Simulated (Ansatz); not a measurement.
# AlBrCl₂H₂ (built from SMILES [Cl][Al]([Cl])[Br].[H][H]): a barrier at many levels of theory

Aim: the barrier and energy of one elementary step (Al1–H6 formed, Br2–H5 formed, Al1–Br2 loosened, H5–H6 broken) from LDA up to coupled cluster, on fixed structures, to see where each rung fails.

Computed with Ansatz 0.2.0, Gaussian basis. Level: single points in def2-TZVPP on PBE0-D4/def2-TZVP structures.

Levels: SPW92, PBE-D4, BLYP-D4, r2SCAN-D4, B97M-V, PBE0-D4, B3LYP-D4, r2SCAN0-D4, BHLYP-D4, CAM-B3LYP-D4, wB97X-V, wB97M-V, B2PLYP, PBE-QIDH, RPA on PBE, Hartree-Fock, MP2, CCSD, CCSD(T). The reference is CCSD(T) at the basis limit, from triple and quadruple zeta. Zero-point energies come from PBE0-D4 vibrations.

Cores are frozen in the correlated methods. Filled d shells of the heavier atoms are correlated. B3LYP uses VWN-RPA correlation. B2PLYP carries no dispersion term here.

22 further runs of the same task are left out: 22 set aside as unsound or not needed.

## Step 1: Start, saddle and end, as given

Charge 0, multiplicity 1. The folders r, ts and p hold the start, the saddle and the end; their coordinates stand in the first inputs.

```csv
pair,r (Å),ts (Å),p (Å)
Al1–H6,2.277,1.628,1.566
Br2–H5,2.995,1.541,1.427
Al1–Br2,2.236,2.611,2.756
H5–H6,0.757,1.379,3.909
```

## Step 2: wB97M-V/def2-TZVPP

r/in.yaml

```yaml
crystal:
  periodic: [false, false, false]
  atoms:
    - {symbol: Al, position_ang: [-0.666044, -0.112659, 0.018751]}
    - {symbol: Br, position_ang: [-0.356775, -1.990208, 1.193491]}
    - {symbol: Cl, position_ang: [-0.895908, -0.211306, -2.044007]}
    - {symbol: Cl, position_ang: [-1.129242, 1.656782, 1.004565]}
    - {symbol: H, position_ang: [1.588206, 0.016194, 0.117040]}
    - {symbol: H, position_ang: [1.459764, 0.641196, -0.289940]}
basis:
  gaussian: {orbitals: def2-TZVPP}
hamiltonian: {xc: {name: wB97M-V}}
```

ts/in.yaml

```yaml
crystal:
  periodic: [false, false, false]
  atoms:
    - {symbol: Al, position_ang: [-0.300522, 0.418416, -0.279320]}
    - {symbol: Br, position_ang: [0.225546, -1.743664, 1.086612]}
    - {symbol: Cl, position_ang: [-1.098652, -0.187687, -2.105186]}
    - {symbol: Cl, position_ang: [-1.335206, 1.707760, 0.988215]}
    - {symbol: H, position_ang: [1.184940, -0.684438, 0.509689]}
    - {symbol: H, position_ang: [1.323894, 0.489613, -0.200110]}
basis:
  gaussian: {orbitals: def2-TZVPP}
hamiltonian: {xc: {name: wB97M-V}}
```

p/in.yaml

```yaml
crystal:
  periodic: [false, false, false]
  atoms:
    - {symbol: Al, position_ang: [-0.115262, 0.635738, -0.567442]}
    - {symbol: Br, position_ang: [0.885826, -1.691975, 0.517689]}
    - {symbol: Cl, position_ang: [-1.489854, -0.199095, -1.917079]}
    - {symbol: Cl, position_ang: [-0.896146, 1.315973, 1.275313]}
    - {symbol: H, position_ang: [0.375746, -1.279777, 1.785324]}
    - {symbol: H, position_ang: [1.239690, 1.219136, -1.093905]}
basis:
  gaussian: {orbitals: def2-TZVPP}
hamiltonian: {xc: {name: wB97M-V}}
```

No record of the launch command was kept for these runs.

The runs that follow: CCSD(T)/def2-TZVPP; MP2/def2-QZVPP; Vibrations of the start structure; Vibrations of the end structure.

Q: Predict the outcome of this session. Wanted: barrier, CCSD(T)/CBS; reverse barrier, CCSD(T)/CBS; step energy, CCSD(T)/CBS; barrier with zero-point energy; step energy with zero-point energy; imaginary mode at the saddle; largest T1 diagnostic.

**Answer**, as computed:

| quantity | value |
| --- | --- |
| barrier, CCSD(T)/CBS | 1.537 eV |
| reverse barrier, CCSD(T)/CBS | 0.377 eV |
| step energy, CCSD(T)/CBS | +1.160 eV |
| barrier with zero-point energy | 1.513 eV |
| step energy with zero-point energy | +1.159 eV |
| imaginary mode at the saddle | 510i cm⁻¹ |
| largest T1 diagnostic | 0.008 |

Among the functionals wB97M-V lands nearest to CCSD(T)/CBS (-0.023 eV) and SPW92 farthest (-0.473 eV). By rung, the mean size of the error is: LDA 0.473, GGA 0.235, meta-GGA 0.177, hybrid 0.097, range-separated hybrid 0.040, double hybrid 0.040 eV. PBE-D4 gives a barrier 0.283 eV too low, outside chemical accuracy (1 kcal/mol, 0.043 eV). Every functional without exact exchange puts the barrier too low, the usual mark of self-interaction error, which favours the spread-out density of a saddle. The barrier rises with the share of exact exchange, from BLYP-D4 through B3LYP-D4 to BHLYP-D4 (-0.188, -0.103, +0.037 eV). Hartree-Fock, with no correlation, is off by +0.303 eV. Zero-point motion lowers the barrier by 0.024 eV.
